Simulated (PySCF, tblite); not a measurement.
# AsH5O3Si, a small molecule taken as a stand-in for a surface group (hydroxylated Si): NMR shifts, core binding energies and electronic excitations

Aim: the NMR shifts, core binding energies and electronic excitations of `O[Si](O)(O)[AsH2]`.

Computed with tblite 0.8.0 and PySCF 2.14.0; each step states its level. No surroundings beyond the atoms listed, unless a continuum is named. Atoms count from 0, parts from 1.

## (1) The system as given

10 atoms, charge 0, multiplicity 1; geometry: distance geometry start.

## (2) Relaxing the cluster with GFN2-xTB

What the job is given:

```
{"job": {"kind": "relax", "xc": "GFN2-xTB", "basis": "xTB"}, "charge": 0, "multiplicity": 1}
O     -0.277515     2.016988    -1.319584
Si     0.713299     0.619134    -0.935247
O      1.263806    -0.137250    -2.437160
O      2.122309     1.107640     0.016555
As    -0.543934    -0.913446     0.268210
H     -1.042566     2.305106    -0.822200
H      2.183720    -0.317379    -2.662506
H      2.210839     0.976562     0.971321
H     -1.579357    -0.301289     1.155047
H      0.213910    -2.085751     0.790731
```

With the program's defaults for keys left out, this is: GFN2-xTB geometry optimisation, gas phase.

On the command line:

```sh
$ OMP_NUM_THREADS=1 python cluster_run.py task.json out
```

This one command runs all jobs of the session in turn.

**Question.** The jobs that follow are: PBE0-D3(BJ)/def2-SVP geometry optimisation, gas phase; GIAO PBE0/pcSseg-2 NMR shielding, non-relativistic, gas phase; delta-SCF UKS SCAN, pcX-2 on the ionised atom, pcseg-1 elsewhere, spin-free X2C; TDDFT CAM-B3LYP/def2-SVPD, vertical, gas phase, core orbitals frozen in the response. Predict: point group; rotational constants (main isotopes); 1H shifts against TMS (PBE0/pcSseg-2); 17O shifts against H2O (PBE0/pcSseg-2); 29Si shifts against TMS (PBE0/pcSseg-2); 75As shifts against AsH3 (PBE0/pcSseg-2); surface potential, 1st and 99th percentile; O1s binding energies, SCAN/pcX-2; Si2p binding energies, SCAN/pcX-2; lowest singlet (CAM-B3LYP/def2-SVPD); brightest single state of those computed; lowest triplet; vertical ionisation energy (ΔSCF).

**Answer**, as computed:

```
                                quantity                               value
                             point group                                  C1
    rotational constants (main isotopes)                3.83, 1.40, 1.37 GHz
   1H shifts against TMS (PBE0/pcSseg-2)    2.16, 2.07, 2.02, 1.99, 1.72 ppm
  17O shifts against H2O (PBE0/pcSseg-2)                92.9, 75.8, 74.9 ppm
 29Si shifts against TMS (PBE0/pcSseg-2)                           -19.5 ppm
75As shifts against AsH3 (PBE0/pcSseg-2)                             -35 ppm
   surface potential, 1st and 99th percentile                  -1.23 V and 2.61 V
        O1s binding energies, SCAN/pcX-2  O0 538.71, O2 538.69, O3 538.69 eV
       Si2p binding energies, SCAN/pcX-2                       Si1 108.23 eV
    lowest singlet (CAM-B3LYP/def2-SVPD)         6.25 eV (198 nm), f = 0.053
brightest single state of those computed         state 3, 7.16 eV, f = 0.274
                          lowest triplet                             5.65 eV
       vertical ionisation energy (ΔSCF)                             9.70 eV
```

In words: The optimisation took 9 steps and gained 0.132 eV; among the close pairs (by a distance rule), Si1–As4 changed most, from 2.298 to 2.352 Å (PBE0/def2-SVP). No frequency check was run at this level, so the end point may be a saddle. At PBE0/pcSseg-2: The largest span, 215 ppm, is at As4, where the paramagnetic term is -929 ppm. The O1s levels computed lie within 0.02 eV of one another, too close to rank. The lowest singlet, at 6.25 eV, is HOMO→LUMO 0.75, HOMO→LUMO+1 0.17 and is bright; of the 6 states computed, the strongest absorption comes from state 3 at 7.16 eV. The lowest triplet lies 0.60 eV below the lowest singlet (triplets in Tamm-Dancoff, singlets in full TDDFT). ΔSCF puts the ionisation energy at 9.70 eV, 0.96 eV above −ε(HOMO). Spin-orbit coupling is left out, which matters for shieldings and couplings at and beside the heavy atoms.
